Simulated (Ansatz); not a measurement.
**CH5GeN: rigid scan of one bond length from a Python script**

A script is to give a rigid scan of one bond length; the system is CH5GeN.

Program: Ansatz 0.2.0 through its Python package. Level of theory: MP2/def2-SVP. These are calculated values, not measurements.

### Step 1. The structure

Bond lengths: C1–N2 1.397 Å, C1–Ge3 1.821 Å, N2–Ge3 1.916 Å, C1–H4 1.071 Å, C1–H5 1.141 Å, N2–H6 1.062 Å, Ge3–H7 1.607 Å, Ge3–H8 1.514 Å. Angles (14 of 15 angles, heavy atoms first): C1–N2–Ge3 64.5°, N2–C1–Ge3 71.7°, C1–Ge3–N2 43.8°, C1–N2–H6 108.5°, Ge3–N2–H6 107.4°, N2–C1–H4 111.7°, N2–C1–H5 114.6°, Ge3–C1–H4 116.3°, Ge3–C1–H5 119.0°, C1–Ge3–H7 117.8°, C1–Ge3–H8 120.8°, N2–Ge3–H7 107.6°, N2–Ge3–H8 109.6°, H4–C1–H5 115.7°.

The script holds or builds the structure itself.

### Step 2. Script

Contents of scan.py:

```python
"""Stretching a bond of CH5GeN, the rest held rigid."""

import ansatz
import matplotlib.pyplot as plt
import numpy as np

mol = (
    ansatz.Crystal.molecule()
    .atom("C", (-0.6404, 0.3934, -0.5118))
    .atom("N", (-0.3248, 0.5987, 0.834))
    .atom("Ge", (0.5071, -0.9192, 0.0126))
    .atom("H", (-1.6639, 0.1062, -0.6381))
    .atom("H", (-0.2645, 1.2066, -1.2179))
    .atom("H", (0.4057, 1.3667, 0.8947))
    .atom("H", (2.0834, -0.6186, -0.0803))
    .atom("H", (-0.0105, -2.1909, 0.651))
)

symbols = [site.symbol for site in mol.cartesian_sites]
start = np.array([site.position_ang for site in mol.cartesian_sites])
axis = (start[3] - start[0]) / np.linalg.norm(start[3] - start[0])
moving = [3]
lengths, energies = [0.942, 0.985, 1.028, 1.071, 1.113, 1.156, 1.199, 1.263], []
for length in lengths:
    xyz = start.copy()
    xyz[moving] += (length - np.linalg.norm(start[3] - start[0])) * axis
    point = ansatz.Crystal.molecule()
    for symbol, place in zip(symbols, xyz):
        point = point.atom(symbol, place.tolist())
    base = (
        point.calculation()
        .basis(gaussian="def2-SVP")
        .correlation("MP2")
    )
    report = base.run(threads=1, pin="off").report
    energies.append(report["free_energy_ev"])
    print(f"r = {length:6.3f} A  E = {energies[-1]:.5f} eV  <S^2> = {abs(report['mean_field']['state']['spin_squared']):.3f}")

# quartic fit about the minimum
fit = np.polynomial.Polynomial.fit(lengths, np.array(energies) - min(energies), 4).convert()
roots = [r.real for r in fit.deriv().roots() if abs(r.imag) < 1e-9 and fit.deriv(2)(r.real) > 0]
r_e = min(roots, key=lambda r: abs(r - lengths[int(np.argmin(energies))]))
print(f"minimum of the fit at {r_e:.4f} A, force constant {fit.deriv(2)(r_e):.2f} eV/A^2")
plt.figure(figsize=(4.5, 3))
plt.plot(lengths, np.array(energies) - min(energies), "o-")
plt.xlabel("bond length (A)")
plt.ylabel("E - E(min) (eV)")
plt.tight_layout()
plt.savefig("scan.png", dpi=100)
```

### Step 3. The calls as engine input

The engine receives this input (first run):

```yaml
crystal:
  periodic: [false, false, false]
  atoms:
    - { symbol: C, position_ang: [-0.6404, 0.3934, -0.5118] }
    - { symbol: "N", position_ang: [-0.3248, 0.5987, 0.834] }
    - { symbol: Ge, position_ang: [0.5071, -0.9192, 0.0126] }
    - { symbol: H, position_ang: [-1.5410348676726762, 0.14067666439121385, -0.6229384306663986] }
    - { symbol: H, position_ang: [-0.2645, 1.2066, -1.2179] }
    - { symbol: H, position_ang: [0.4057, 1.3667, 0.8947] }
    - { symbol: H, position_ang: [2.0834, -0.6186, -0.0803] }
    - { symbol: H, position_ang: [-0.0105, -2.1909, 0.651] }
basis:
  gaussian:
    orbitals: def2-SVP
correlation:
  method: mp2
```

### Step 4. The run

Started as:

```console
$ python scan.py
```

Without the output at hand: what should come out? Wanted: range of energy; lowest point, distance.

As calculated:

| quantity | value |
| --- | --- |
| bond length at the fit's minimum | 1.0980 Å |
| runs compared | 8 |
| range of energy | 0.572 eV |
| lowest point, distance (Å) | 1.11 |

What this shows: The lowest point, at 1.11, lies inside the range. The ends stand 0.572 and 0.339 eV above it. The distance scanned is the script's pair 0, 3. Reading the output:
- The rest of the molecule is held rigid at a force-field or estimated start geometry, and the basis set is modest; single-reference methods fail as a bond breaks.
- The orbitals are restricted, so S² is zero by construction.
